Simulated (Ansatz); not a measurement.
# C2H8BFSi: the cost of one run

Method: UKS PBE-D4/STO-3G, in Ansatz 0.2.0.

**1. The structure to begin with**

Bond lengths: C1–C2 1.569 Å, C2–Si3 1.882 Å, Si3–B4 1.926 Å, B4–F5 1.438 Å, C1–H6 1.131 Å, C1–H7 1.073 Å, C1–H8 1.076 Å, C2–H9 1.133 Å, C2–H10 1.110 Å, Si3–H11 1.453 Å, Si3–H12 1.511 Å, B4–H13 1.193 Å. Angles (14 of 21 angles, heavy atoms first): C1–C2–Si3 110.3°, C2–Si3–B4 110.0°, Si3–B4–F5 120.4°, C1–C2–H9 107.4°, C1–C2–H10 110.6°, Si3–C2–H9 111.5°, Si3–C2–H10 109.3°, C2–C1–H6 105.0°, C2–C1–H7 110.7°, C2–C1–H8 106.9°, C2–Si3–H11 108.9°, C2–Si3–H12 106.8°, B4–Si3–H11 113.6°, B4–Si3–H12 107.1°.

Coordinates:

```xyz
13

C     0.2204   -0.7017    1.8678
C    -0.0568    0.3721    0.7581
Si    0.0058   -0.4193   -0.9488
B    -0.1783    0.9326   -2.3081
F    -0.4909    2.2891   -1.9489
H     0.1127   -0.1454    2.8465
H     1.2029   -1.1181    1.7549
H    -0.5681   -1.4308    1.8018
H     0.7266    1.1835    0.8697
H    -1.0511    0.8415    0.9084
H    -1.0054   -1.4603   -1.0229
H     1.3845   -1.0189   -1.1033
H    -0.2817    0.6410   -3.4603
```

**2. Relaxing the start**

Contents of input.yaml:

```yaml
crystal:
  periodic: [false, false, false]
  atoms:
    - { symbol: C, position_ang: [0.2204, -0.7017, 1.8678] }
    - { symbol: C, position_ang: [-0.0568, 0.3721, 0.7581] }
    - { symbol: Si, position_ang: [0.0058, -0.4193, -0.9488] }
    - { symbol: B, position_ang: [-0.1783, 0.9326, -2.3081] }
    - { symbol: F, position_ang: [-0.4909, 2.2891, -1.9489] }
    - { symbol: H, position_ang: [0.1127, -0.1454, 2.8465] }
    - { symbol: H, position_ang: [1.2029, -1.1181, 1.7549] }
    - { symbol: H, position_ang: [-0.5681, -1.4308, 1.8018] }
    - { symbol: H, position_ang: [0.7266, 1.1835, 0.8697] }
    - { symbol: H, position_ang: [-1.0511, 0.8415, 0.9084] }
    - { symbol: H, position_ang: [-1.0054, -1.4603, -1.0229] }
    - { symbol: H, position_ang: [1.3845, -1.0189, -1.1033] }
    - { symbol: H, position_ang: [-0.2817, 0.641, -3.4603] }
magnetization:
  spin_polarized: true
basis:
  gaussian: { orbitals: STO-3G }
hamiltonian:
  xc: pbe
  dispersion: d4
relax:
  f_tol: 0.02
  max_steps: 40
output:
  orbitals: {}
```

Command:

```
ansatz run input.yaml --threads 1 --pin off --max-ram 2048MiB --backend cpu --events-out ev --progress --plain --runs-dir out
```

**Question.** How long does this run take on 1 thread of Intel Xeon 6975P-C (Granite Rapids), shared host, and how much memory does it need?

About 17 s, with a peak of 0.19 GiB.
